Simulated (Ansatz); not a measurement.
# ClH₂SeSn, SMILES [Cl][SnH][SeH]: an atomisation energy

Program: the Ansatz DFT code, driven from Python.

`clh2sesn.xyz`
```text
5

Cl   -2.50670    0.95170    0.04680
Sn   -0.65650   -0.36440    0.32120
Se    1.41620    1.07940    0.16520
H    -0.53600   -1.56940   -0.93800
H     2.33290   -0.17100    0.36340
```

Run as a notebook:

**Cell 1**
```python
from collections import Counter

import ansatz
```

**Cell 2**
```python
params = {
    "basis": "def2-SVPD",
    "method": "mp2",
}


def single_point(molecule, charge=0, unpaired=0):
    calc = (
        molecule.calculation()
        .basis(gaussian=params["basis"])
        .correlation(params["method"])
    )
    if charge:
        calc = calc.charge(charge)
    if unpaired:
        calc = calc.spin("collinear", total=unpaired)
    return calc.run(threads=1, pin="off").report["free_energy_ev"]
```

**Cell 3**
```python
geometry = ansatz.Crystal.molecule_from_extxyz("clh2sesn.xyz")
```

**Cell 4**
```python
# Hund ground states
unpaired = {"Cl": 1, "Sn": 2, "Se": 2, "H": 1}
counts = Counter(site.symbol for site in geometry.cartesian_sites)
atom_energy = {s: single_point(ansatz.Crystal.molecule().atom(s, (0, 0, 0)), 0, unpaired[s]) for s in counts}
whole = single_point(geometry, 0, 1)
for s, e in atom_energy.items():
    print(f"{s:2s} x{counts[s]}  {e:14.5f} eV")
print(f"ClH2SeSn: {whole:.5f} eV")
split = sum(counts[s] * e for s, e in atom_energy.items()) - whole
print(f"atomisation energy (no zero-point term): {23.060548 * split:.1f} kcal/mol, {split / sum(counts.values()):.3f} eV an atom")
```
Output:
```text
Cl x1    -12502.15093 eV
Sn x1     -5806.77968 eV
Se x1    -65299.84198 eV
H  x2       -13.58606 eV
ClH2SeSn: -83646.59759 eV
atomisation energy (no zero-point term): 245.7 kcal/mol, 2.131 eV an atom
```

245.7 kcal/mol from the electronic energies, without the zero-point term.

What to keep in mind:
- The settings weren't tested for convergence.
- The geometry is a force-field or estimated start, not a minimum of this method, and the basis set is short of its limit. All parts are taken at fixed geometry, without zero-point energy.
- def2 sets replace the cores of elements past krypton by effective core potentials.
- The species is open-shell (spin multiplicity 2).
- In double-zeta sets correlated atomisation energies come out some 10 to 15 % low.
- The spin-orbit lowering of heavy atoms is left out.
- Wall time of the script: 6.9 s on 1 thread of Arm Neoverse V1, on a shared host, peak memory 0.43 GiB.

(Lines on the test bed's own set-up are left out of the output.)
